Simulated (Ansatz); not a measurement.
# InB2As3: the cost of one run

Computed with Ansatz 0.2.0 (DFT PBE, scalar-relativistic, plane waves, PAW, unless a step's input says otherwise).

## Step 1: Starting point

The structure is hexagonal, space group P6/mmm (No. 191). The conventional cell has a = 4.400 Å, b = 4.400 Å, c = 7.363 Å, α = 90.00°, β = 90.00°, γ = 120.00°. In (site symmetry 6/mmm) has 2 B at 2.67 Å as nearest neighbours. Around B (site symmetry 6mm) lie 1 B at 2.03 Å and 6 As at 2.42 Å and 1 In at 2.67 Å. Around As (site symmetry mmm) lie 4 As at 2.20 Å and 4 B at 2.42 Å.

Coordinates:

```
In B As
1.0
     4.40047    0.00000    0.00000
    -2.20024    3.81092    0.00000
     0.00000    0.00000    7.36288
In B As
1 2 3
Direct
  0.00000 0.00000 0.00000
  0.00000 0.00000 0.63775
  0.00000 0.00000 0.36225
  0.50000 0.00000 0.50000
  0.00000 0.50000 0.50000
  0.50000 0.50000 0.50000
```

A structure generator made this guess: random cell by space group and Wyckoff sites (P6/mmm, No. 191). The dimensions are guesses.

## Step 2: The guess as it stands, on a coarse mesh

Input file input.yaml:

```yaml
crystal:
  lattice:
    - [4.40047466, 0.0, 0.0]
    - [-2.20023733, 3.81092284, 0.0]
    - [0.0, 0.0, 7.36287549]
  atoms:
    - { symbol: In, position: [0.0, 0.0, 0.0] }
    - { symbol: B, position: [0.0, 0.0, 0.63774935] }
    - { symbol: B, position: [0.0, 0.0, 0.36225065] }
    - { symbol: As, position: [0.5, 0.0, 0.5] }
    - { symbol: As, position: [0.0, 0.5, 0.5] }
    - { symbol: As, position: [0.5, 0.5, 0.5] }
basis:
  ecutwfc: 420
kpoints:
  mp_grid: { grid: [6, 6, 4] }
hamiltonian:
  xc: pbe
scf:
  occupations: { method: gaussian, width: 0.1 }
  lower_state_search: "off"
output:
  forces: true
  stress: true
  eigenvalues: true
```

The run is started by

```sh
$ ansatz run input.yaml --threads 1 --pin off --max-ram 2560MiB --backend cpu --events-out ev --progress --plain --runs-dir out
```

Q: Estimate wall time and peak memory on 1 thread of Intel Xeon Platinum 8259CL at 2.50GHz (Skylake/Cascade Lake), shared host.

About 6.1 s, with a peak of 0.48 GiB.
